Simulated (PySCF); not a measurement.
**A workflow on H2Se (hydrogen selenide)**

We compute a series of 19 runs (PBE0-D4/def2-TZVP, CCSD(T)/def2-TZVPP, RI-MP2/def2-QZVPP, PBE-D4/def2-TZVPP, r2SCAN-D4/def2-TZVPP, B3LYP-D4/def2-TZVPP, PBE0-D4/def2-TZVPP, wB97M-V/def2-TZVPP, and more) of H2Se. 

Program for the calculation: PySCF 2.14.0.

1 further run of the same task is left out (for a faulty analytic Hessian).

### Step 1. The molecule

H2Se has 3 atoms, charge 0, and is taken as a singlet. SMILES: `[SeH2]`. All atoms were displaced at random from a relaxed shape. The run starts from this shape.

Bond lengths: Se1–H2 1.517 Å, Se1–H3 1.456 Å. Angles: H2–Se1–H3 91.4°.

### Step 2. A geometry optimisation at PBE0-D4/def2-TZVP (density fitting with def2-universal-jkfit) (run 1)

start.xyz reads:

```xyz
3
H2Se
Se     0.530532    -0.326047     0.270209
H      0.045703     1.103546     0.116690
H     -0.651647    -0.837401    -0.409027
```

run.py reads:

```python
from pyscf import gto, dft
from pyscf.geomopt.geometric_solver import kernel as optimise

mol = gto.M(
    atom='start.xyz',
    basis='def2-tzvp',
    spin=0,
    verbose=3,
    max_memory=1860,
)

mf = dft.RKS(mol, xc='pbe0')
mf = mf.density_fit(auxbasis='def2-universal-jkfit')
mf.disp = 'd4'
mf.conv_tol = 1e-09
mf.grids.level = 4
mf.max_cycle = 100
converged, mol_eq = optimise(mf, maxsteps=100)
print('converged:', converged)
print(mol_eq.tostring())

mf.reset(mol_eq)
mol = mol_eq
mf.kernel()
etot = mf.e_tot
print(f'total energy: {etot:.8f} hartree')
```

The run is started by

```
$ OMP_NUM_THREADS=1 python run.py
```

Log:

```text
maxiter                   100
[... 19 lines left out ...]
> Will converge when all 5 criteria are reached:
[... 16 lines left out ...]
converged SCF energy = -2402.46151276355
[... 16 lines left out ...]
converged SCF energy = -2402.46244975844
[... 33 lines left out ...]
converged SCF energy = -2402.46252538239
[... 26 lines left out ...]
Converged! =D
[... 1 line left out ...]
converged: True
Se          0.53148541       -0.30319122        0.27245951
H           0.04834674        1.07289809        0.11577786
H          -0.65523915       -0.82957953       -0.41038117
converged SCF energy = -2402.46252538629
total energy: -2402.46252539 hartree
```

It took 11 s on 1 thread of Intel Xeon 6975P-C (Granite Rapids), shared host; peak memory 0.57 GiB.

The path in brief:

```
step  energy from the first frame kept (eV)  largest force (eV/Å)
   0                                 0.0000                1.0161
   1                                -0.0255                0.3006
   2                                -0.0275                0.0370
   3                                -0.0276                0.0022
   4                                -0.0276                0.0005
```

After the run. Bond lengths: Se1–H2 1.467 Å, Se1–H3 1.467 Å. Angles: H2–Se1–H3 91.2°.

### Step 3. A single-point energy at CCSD(T)/def2-TZVPP (run 3)

run.py reads:

```python
# [SeH2]
from pyscf import gto, scf, cc

system = gto.Mole()
system.atom = [
    ('Se', (0.531485, -0.303191, 0.272460)),
    ('H', (0.048347, 1.072898, 0.115778)),
    ('H', (-0.655239, -0.829580, -0.410381)),
]
system.basis = 'def2-tzvpp'
system.verbose = 3
system.spin = 0
system.charge = 0
system.max_memory = 1860
system.build()

mf = scf.RHF(system)
mf.conv_tol = 1e-10
mf.kernel()
if not mf.converged:
    mf = mf.newton().run(mf.mo_coeff, mf.mo_occ)

mycc = cc.CCSD(mf, frozen=9)
mycc.kernel()
e_t = mycc.ccsd_t()
energy = mycc.e_tot + e_t
print(f'total energy: {energy:.8f} hartree')
```

The run is started by

```
$ OMP_NUM_THREADS=1 python run.py
```

Log:

```text
converged SCF energy = -2401.00416881762
E(CCSD) = -2401.305102941639  E_corr = -0.300934124021876
CCSD(T) correction = -0.00966045595349805
total energy: -2401.31476340 hartree
```

Wall time 4.2 s (1 thread of Intel Xeon 6975P-C (Granite Rapids), shared host); peak memory 0.27 GiB.

Runs 4 to 12 aren't shown in full; the table further down has their settings and results.

### Step 4. The energy at B3LYP/6-31G(d) (spherical functions) (run 13)

run.py reads:

```python
from pyscf import gto, dft

mol = gto.Mole()
mol.atom = '''
Se   0.531485  -0.303191   0.272460
H    0.048347   1.072898   0.115778
H   -0.655239  -0.829580  -0.410381
'''
mol.max_memory = 1860
mol.basis = '6-31g*'
mol.verbose = 3
mol.charge = 0
mol.spin = 0
mol.build()

mf = dft.RKS(mol)
mf.xc = 'b3lyp'
mf.grids.level = 5
mf.conv_tol = 1e-10
mf.kernel()
if not mf.converged:
    mf = mf.newton().run(mf.mo_coeff, mf.mo_occ)

etot = mf.e_tot
print('Final energy', etot)
```

The run is started by

```
$ OMP_NUM_THREADS=1 python run.py
```

Log:

```text
converged SCF energy = -2402.4820519839
Final energy -2402.4820519838986
```

Wall time 1.9 s (1 thread of Intel Xeon 6975P-C (Granite Rapids), shared host); peak memory 0.22 GiB.

Runs 14 to 19 aren't shown in full; the table further down has their settings and results.

### Step 5. The doublet cation: the energy at UB3LYP/6-31G(d) (spherical functions) (run 20)

input.py reads:

```python
from pyscf import gto, dft

mol = gto.M(
    atom=[
    ('Se', (0.531485, -0.303191, 0.272460)),
    ('H', (0.048347, 1.072898, 0.115778)),
    ('H', (-0.655239, -0.829580, -0.410381)),
],
    spin=1,
    basis='6-31g*',
    max_memory=1860,
    charge=1,
    verbose=3,
)

mf = dft.UKS(mol)
mf.xc = 'b3lyp'
mf.grids.level = 5
mf.conv_tol = 1e-10
mf.kernel()
if not mf.converged:
    mf = mf.newton().run(mf.mo_coeff, mf.mo_occ)

energy = mf.e_tot
print('E = %.10f Eh' % energy)
```

The run is started by

```
$ OMP_NUM_THREADS=1 python input.py
```

Log:

```text
WARN: HOMO -0.278601815027017 >= LUMO -0.278601815027013

converged SCF energy = -2402.12195837021  <S^2> = 0.75281798  2S+1 = 2.002816
E = -2402.1219583702 Eh
```

Run time: 3.3 s. Hardware: 1 thread of Intel Xeon 6975P-C (Granite Rapids), shared host; peak memory 0.23 GiB.

### Step 6. Overview of the runs

```
run                                                          level      task  integral approximation  partner   energy (Eh)  dipole moment (D) of the reference  HOMO energy (eV)  LUMO energy (eV)  wall time
  1  PBE0-D4/def2-TZVP (density fitting with def2-universal-jkfit)  optimise    def2-universal-jkfit     base  -2402.462525                                0.79             -7.10              0.09       11 s
  3                                             CCSD(T)/def2-TZVPP    energy                    none     base  -2401.314763                                0.82             -9.77              3.36      4.2 s
  4  RI-MP2/def2-QZVPP (density fitting with def2-universal-jkfit)    energy    def2-universal-jkfit     base  -2401.643469                                0.82             -9.79              2.57      1.1 s
  5                                              PBE-D4/def2-TZVPP    energy                    none     base  -2402.384592                                0.73             -5.92             -0.82      3.3 s
  6                                           r2SCAN-D4/def2-TZVPP    energy                    none     base  -2402.736167                                0.79             -6.20             -0.52      5.1 s
  7                                            B3LYP-D4/def2-TZVPP    energy                    none     base  -2402.791371                                0.71             -6.87             -0.19      3.6 s
  8                                             PBE0-D4/def2-TZVPP    energy                    none     base  -2402.463479                                0.78             -7.11              0.10      3.3 s
  9                                             wB97M-V/def2-TZVPP    energy                    none     base  -2402.605249                                0.74             -9.32              2.07       14 s
 10                                              B2PLYP/def2-TZVPP    energy                    none     base  -2402.367910                                0.76             -8.08              1.30      3.9 s
 11                                               SVWN5/def2-TZVPP    energy                    none     base  -2399.316669                                0.82             -6.05             -0.93      1.8 s
 12                                              M06-2X/def2-TZVPP    energy                    none     base  -2402.766417                                0.78             -8.25              0.94      5.4 s
 13                             B3LYP/6-31G* (spherical functions)    energy                    none     base  -2402.482052                                1.01             -6.72              0.06      1.9 s
 14                                                      HF/STO-3G    energy                    none     base  -2374.691583                                1.45             -7.55             10.15     0.48 s
 15                                            UCCSD(T)/def2-TZVPP    energy                    none   cation  -2400.956319                                   –            -20.29             -7.85       19 s
 16                                             UPBE-D4/def2-TZVPP    energy                    none   cation  -2402.024977                                   –            -15.52            -13.63      5.7 s
 17                                           UB3LYP-D4/def2-TZVPP    energy                    none   cation  -2402.428324                                   –            -16.52            -12.90      6.9 s
 18                                            UPBE0-D4/def2-TZVPP    energy                    none   cation  -2402.103797                                   –            -16.90            -12.42      6.3 s
 19                                           U-wB97M-V/def2-TZVPP    energy                    none   cation  -2402.245711                                   –            -18.99            -10.25       20 s
 20                            UB3LYP/6-31G* (spherical functions)    energy                    none   cation  -2402.121958                                   –            -16.53            -12.89      3.3 s
```

### Step 7. Outcome

| quantity | value |
| --- | --- |
| doublet cation, run 20: total energy | -2402.12196 Eh |
| doublet cation, run 20: HOMO energy (highest over α and β) | -16.53 eV |
| doublet cation, run 20: LUMO energy (lowest over α and β) | -12.89 eV |
| doublet cation, run 20: ⟨S²⟩ | 0.753 |
| vertical ionisation energy (to the doublet cation), CCSD(T)/def2-TZVPP | 9.754 eV |
| vertical ionisation energy (to the doublet cation), PBE-D4/def2-TZVPP | 9.786 eV |
| vertical ionisation energy (to the doublet cation), B3LYP-D4/def2-TZVPP | 9.879 eV |
| vertical ionisation energy (to the doublet cation), PBE0-D4/def2-TZVPP | 9.787 eV |
| vertical ionisation energy (to the doublet cation), wB97M-V/def2-TZVPP | 9.784 eV |
| vertical ionisation energy (to the doublet cation), B3LYP/6-31G* | 9.799 eV |

**Reading.** At CCSD(T)/def2-TZVPP: removing an electron at fixed nuclei costs 9.75 eV (941 kJ/mol). At PBE-D4/def2-TZVPP: the vertical ionisation energy comes to 9.79 eV (944 kJ/mol). −ε(HOMO) before ionisation, 5.92 eV, is 3.87 eV below this ionisation energy. At B3LYP-D4/def2-TZVPP: removing an electron at fixed nuclei costs 9.88 eV (228 kcal/mol). The negative HOMO energy of the first species, 6.87 eV, lies 3.01 eV below that difference. At PBE0-D4/def2-TZVPP: removing an electron at fixed nuclei costs 9.79 eV (226 kcal/mol). Totals of different functionals can't be ranked against each other. In run 14 the basis is minimal, so the values are rough. All runs together took 2 min, the longest 20 s.
